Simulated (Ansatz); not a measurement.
# Si7Ge: the cost of one run

Computed with Ansatz 0.2.0 (DFT PBEsol, scalar-relativistic, plane waves, PAW, unless a step's input says otherwise).

### 1 Starting point

It takes space group P-43m (No. 215, cubic). Conventional cell: a = 5.465 Å, b = 5.465 Å, c = 5.465 Å, α = 90.00°, β = 90.00°, γ = 90.00°. Si (site symmetry 3m) has 3 Si at 2.36 Å and 1 Ge at 2.39 Å as nearest neighbours. Around Si (site symmetry -42m) lie 4 Si at 2.36 Å. Ge (site symmetry -43m) has 4 Si at 2.39 Å as nearest neighbours.

Coordinates:

```
Si Ge
1.0
     5.46540    0.00000    0.00000
     0.00000    5.46540    0.00000
     0.00000    0.00000    5.46540
Si Ge
7 1
Direct
  0.25262 0.25262 0.25262
  0.00000 0.50000 0.50000
  0.50000 0.50000 0.00000
  0.50000 0.00000 0.50000
  0.74738 0.25262 0.74738
  0.74738 0.74738 0.25262
  0.25262 0.74738 0.74738
  0.00000 0.00000 0.00000
```

It goes back to an entry of the Materials Project, which need not be the stable form.

No relaxation comes first: the listed cell is the starting point.

### 2 The reference cell

The reference gives a free energy of -8603.9047 eV, pressure -0.31 GPa, largest force 0.003 eV/Å and gap on the mesh 0.28 eV. It was computed beforehand with the settings of the runs below.

### 3 The scan: rattled cells

All atoms are moved at random with no net shift, in some cells together with a random strain.

### 4 rms move = 0.223 Å

input.yaml reads:

```yaml
crystal:
  lattice:
    - [5.46539507, 0.0, 0.0]
    - [0.0, 5.46539507, 0.0]
    - [0.0, 0.0, 5.46539507]
  atoms:
    - { symbol: Si, position: [0.2433933071, 0.2321963861, 0.3105344144] }
    - { symbol: Si, position: [0.0171980511, 0.5266336735, 0.512900838] }
    - { symbol: Si, position: [0.493684811, 0.4972533719, 0.0017001971] }
    - { symbol: Si, position: [0.4743318643, 0.0384712666, 0.5070697245] }
    - { symbol: Si, position: [0.7708123345, 0.2301504086, 0.6978460025] }
    - { symbol: Si, position: [0.744696569, 0.7203556178, 0.238273853] }
    - { symbol: Si, position: [0.2626378453, 0.7453881147, 0.7152658296] }
    - { symbol: Ge, position: [-0.0067547824, 0.0095511608, 0.0164091408] }
basis:
  ecutwfc: 420
kpoints:
  mp_grid: { grid: [6, 6, 6] }
hamiltonian:
  xc: pbesol
scf:
  occupations: { method: gaussian, width: 0.03 }
output:
  forces: true
  stress: true
  eigenvalues: true
```

Started as:

```console
$ ansatz run input.yaml --threads 2 --pin off --max-ram 5120MiB --backend cpu --events-out ev --progress --plain --runs-dir out
```

**Question.** How long does this run take on 2 threads of Arm Neoverse V2, shared host, and how much memory does it need?

About 22 s, with a peak of 0.64 GiB.
